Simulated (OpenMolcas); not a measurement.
**WCl2O2 (SMILES [O]=[W](=[O])([Cl])[Cl]): HF/ANO-RCC-VDZP (DKH4)**

Aim: the vertical ionisation energy of WCl2O2 at HF/ANO-RCC-VDZP (DKH4), from 2 runs. 

The calculation is run with OpenMolcas 26.06.

**1. Starting point**

The species is WCl2O2 (5 atoms), meant as a singlet with charge 0. As SMILES, `[O]=[W](=[O])([Cl])[Cl]`. Geometry: a GFN2-xTB relaxation, a rough one for these elements and not checked as a minimum.

Bond lengths: O1–W2 1.675 Å, W2–O3 1.675 Å, W2–Cl4 2.171 Å, W2–Cl5 2.171 Å. Angles: O1–W2–O3 114.4°, O1–W2–Cl4 108.8°, O1–W2–Cl5 108.8°, O3–W2–Cl4 108.8°, O3–W2–Cl5 108.8°, Cl4–W2–Cl5 107.1°.

**2. A single-point energy at HF/ANO-RCC-VDZP (DKH4)**

job.input

```
* Cl2O2W Hartree-Fock

&GATEWAY
  Coord
  5
  angstrom
  O       -0.189450      -0.606220       1.644520
  W        0.091750      -0.097970       0.073110
  O        1.464820      -0.751900      -0.629940
  Cl      -1.629660      -0.610460      -1.146610
  Cl       0.262530       2.066540       0.058920
  Basis = ANO-RCC-VDZP
  Group = NoSym

&SEWARD
  Relativistic = R04O02
  Expert

&SCF
  PrOrbitals = 1 1
```

On the command line:

```console
export MOLCAS_MEM=1860
pymolcas job.input > job.log
```

The program printed, shortened:

```text
--- Start Module: gateway ---
[...]
--- Stop Module: gateway /rc=_RC_ALL_IS_WELL_ ---
--- Start Module: seward ---
[...]
 ###    WARNING:  EXPERT option is ON!                                       ###
 ###############################################################################
               SEWARD will generate:
[...]
      Basis functions          132
--- Stop Module: seward /rc=_RC_ALL_IS_WELL_ ---
[...]
--- Start Module: scf ---
[...]
       Convergence after  15 Iterations
[...]
::    Total SCF energy                             -17211.4740459473
[...]
      Total spin, S                                     0.0000000000
[...]
      Total electronic charge=  124.000000
      Total            charge=   -0.000000
[...]
      Dipole Moment (debye):
      Origin of the operator (angstrom)=   -0.0368    0.0391   -0.0292
                   X= -1.5772E+00               Y=  1.6761E+00               Z= -1.2530E+00           Total=  2.6204E+00
      Quadrupole Moment (debye*angstrom):
[...]
--- Stop Module: scf /rc=_RC_ALL_IS_WELL_ ---
[...]
```

Run time: 1.7 min. Hardware: 1 thread of Arm Neoverse V1, shared host; peak memory 0.96 GiB.

**3. The doublet cation**

job.input

```
* Cl2O2W Hartree-Fock

&GATEWAY
 Coord
 5
 angstrom
 O       -0.189450      -0.606220       1.644520
 W        0.091750      -0.097970       0.073110
 O        1.464820      -0.751900      -0.629940
 Cl      -1.629660      -0.610460      -1.146610
 Cl       0.262530       2.066540       0.058920
 Basis
 ANO-RCC-VDZP
 Group
 NoSym

&SEWARD
 Relativistic
 R04O02
 Expert

&SCF
 UHF
 Charge
 1
 Spin
 2
 PrOrbitals
 1 1
```

On the command line:

```console
export MOLCAS_MEM=1860
pymolcas job.input > job.log
```

The program printed, shortened:

```text
--- Start Module: gateway ---
[...]
--- Stop Module: gateway /rc=_RC_ALL_IS_WELL_ ---
--- Start Module: seward ---
[...]
 ###    WARNING:  EXPERT option is ON!                                       ###
 ###############################################################################
               SEWARD will generate:
[...]
      Basis functions          132
--- Stop Module: seward /rc=_RC_ALL_IS_WELL_ ---
[...]
--- Start Module: scf ---
[...]
       Convergence after  26 Iterations
[...]
::    Total SCF energy                             -17211.0921436298
[...]
      Total spin, S                                     0.6651008499
[...]
      Total electronic charge=  123.000000
      Total            charge=    1.000000
[...]
      Dipole Moment (debye):
      Origin of the operator (angstrom)=   -0.0368    0.0391   -0.0292
                   X= -3.0297E-01               Y=  3.2084E-01               Z= -2.4124E-01           Total=  5.0292E-01
      Center of Charge (angstrom)
[...]
--- Stop Module: scf /rc=_RC_ALL_IS_WELL_ ---
[...]
```

It took 1.9 min on 1 thread of Arm Neoverse V1, shared host; peak memory 0.96 GiB.

**4. Summary of results**

At HF/ANO-RCC-VDZP (DKH4):

```
                                          quantity            value
                      singlet WCl2O2: total energy  -17211.47405 Eh
                     singlet WCl2O2: dipole moment           2.62 D
                       singlet WCl2O2: HOMO energy        -13.56 eV
                       singlet WCl2O2: LUMO energy         -0.49 eV
                     singlet WCl2O2: HOMO–LUMO gap         13.07 eV
                      doublet cation: total energy  -17211.09214 Eh
doublet cation: HOMO energy (highest over α and β)        -18.86 eV
 doublet cation: LUMO energy (lowest over α and β)         -7.50 eV
                              doublet cation: ⟨S²⟩            1.107
vertical ionisation energy (to the doublet cation)        10.392 eV
```

In words: The vertical ionisation energy comes to 10.39 eV (1003 kJ/mol). The negative HOMO energy of the first species, 13.56 eV, lies 3.17 eV above that difference. Mulliken charges (singlet WCl2O2) run from -0.68 on O1 to +1.82 on W2; they depend strongly on the basis. ⟨S²⟩ (doublet cation) is 1.11 where a pure doublet has 0.75: the reference is spin-contaminated.
